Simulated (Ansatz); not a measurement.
# HOTa: the cost of one run

Computed with Ansatz 0.2.0, Gaussian basis. Level: def2-QZVPP, core rule «outside noble gas», up to 5 orbitals frozen.

To be run: UHF; ROHF; CCSD(T) on UHF.

2 further runs of the same task are left out: 2 set aside as unsound or not needed. Runs told in other sessions of the task aren't counted.

## 1. What is computed

The geometry is a PBE0/def2-TZVP stationary point (not a proven minimum) of the parent state, kept for this charge and spin. No spin-orbit coupling is included. Elements past krypton take def2 core potentials.

3 atoms, charge 1, spin multiplicity 4.

Atoms are counted from 1 here; the program's logs count them from 0.

Bond lengths: Ta1–O2 1.695 Å, Ta1–H3 1.777 Å. Angles: O2–Ta1–H3 103.7°.

## 2. UHF

in.yaml

```yaml
crystal:
  periodic: [false, false, false]
  atoms:
    - {symbol: Ta, position_ang: [0.000000, -0.016196, 0.134207]}
    - {symbol: O, position_ang: [0.000000, 0.077043, -1.558659]}
    - {symbol: H, position_ang: [0.000000, 1.684643, 0.648045]}
basis:
  gaussian: {orbitals: "def2-QZVPP.json"}
total_charge: 1
magnetization: {spin_polarized: true, initial_magnetization: 3}
hamiltonian: {xc: hf}
output: {orbitals: {seedname: orbitals}}
```

On the command line:

```sh
ansatz run in.yaml --threads 1 --pin off --events-out ev --progress --plain --max-ram 3968MiB --backend cpu
```

**Question.** How long does this run take on 1 thread of AMD EPYC 7R13, shared host, and how much memory does it need?

About 23 s, with a peak of 0.41 GiB.
